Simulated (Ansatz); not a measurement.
B2H4Si, SMILES B1B[SiH2]1, the interaction energy of a dimer with the counterpoise correction

With Ansatz's Python interface.

Run as a notebook:

In [1]:
```python
import ansatz as az
```

In [2]:
```python
FIRST = [
    ("B", (-1.0511, -0.3599, -0.2087)),
    ("B", (0.5269, -0.3662, -0.9417)),
    ("Si", (0.2866, 0.434, 0.72)),
    ("H", (-2.1759, -0.5607, -0.2976)),
    ("H", (1.2388, -0.6819, -1.8525)),
    ("H", (0.3555, 1.9182, 0.7163)),
    ("H", (0.8195, -0.3837, 1.864)),
]
SECOND = [
    ("B", (3.0656, 4.1243, 0.193)),
    ("B", (1.5485, 3.6173, -0.4916)),
    ("Si", (1.6241, 4.1452, 1.2902)),
    ("H", (4.2027, 4.2266, 0.0931)),
    ("H", (0.9229, 3.23, -1.4375)),
    ("H", (1.48, 3.0435, 2.2766)),
    ("H", (1.0506, 5.5133, 1.537)),
]
```

In [3]:
```python
def energy(atoms, ghosts=()):
    molecule = az.Crystal.molecule()
    for symbol, xyz in atoms:
        molecule = molecule.atom(symbol, xyz)
    calc = (
        molecule.calculation()
        .basis(gaussian="def2-SVP")
        .functional("PBE0")
        .accuracy("medium")
        .scf(lower_state_search="off")
    )
    deck = calc.input()
    if ghosts:
        deck = deck.set(az.key.basis.gaussian.ghost_atoms, [{"symbol": s, "position_ang": list(xyz)} for s, xyz in ghosts])
    return az.Session.from_dict(deck).plan().execute().report["free_energy_ev"]
```

In [4]:
```python
both = energy(FIRST + SECOND)
alone = energy(FIRST) + energy(SECOND)
ghosted = energy(FIRST, SECOND) + energy(SECOND, FIRST)
print(f"dimer {both:.6f} eV")
print(f"interaction, uncorrected   {23.060548 * (both - alone):8.3f} kcal/mol")
print(f"interaction, counterpoise  {23.060548 * (both - ghosted):8.3f} kcal/mol")
print(f"basis-set superposition    {23.060548 * (alone - ghosted):8.3f} kcal/mol")
```
```text
dimer -18562.649218 eV
interaction, uncorrected      0.917 kcal/mol
interaction, counterpoise     1.321 kcal/mol
basis-set superposition       0.404 kcal/mol
```

Uncorrected it is 0.917 kcal/mol, with the counterpoise correction 1.321 kcal/mol; the difference, 0.40 kcal/mol, is the superposition error. In this basis both values are repulsive.

What to keep in mind:
- The settings weren't tested for convergence.
- The dimer is a generated trial pose of unrelaxed monomers, not a minimum, so the figure is no binding energy, and the basis set is small.
- This level lacks the dispersion part of the attraction (electrostatics and induction are there), which can decide the sign where the interaction is weak.
- Timing: 9.5 s on 1 thread of Arm Neoverse V2, on a shared host, peak memory 0.31 GiB.
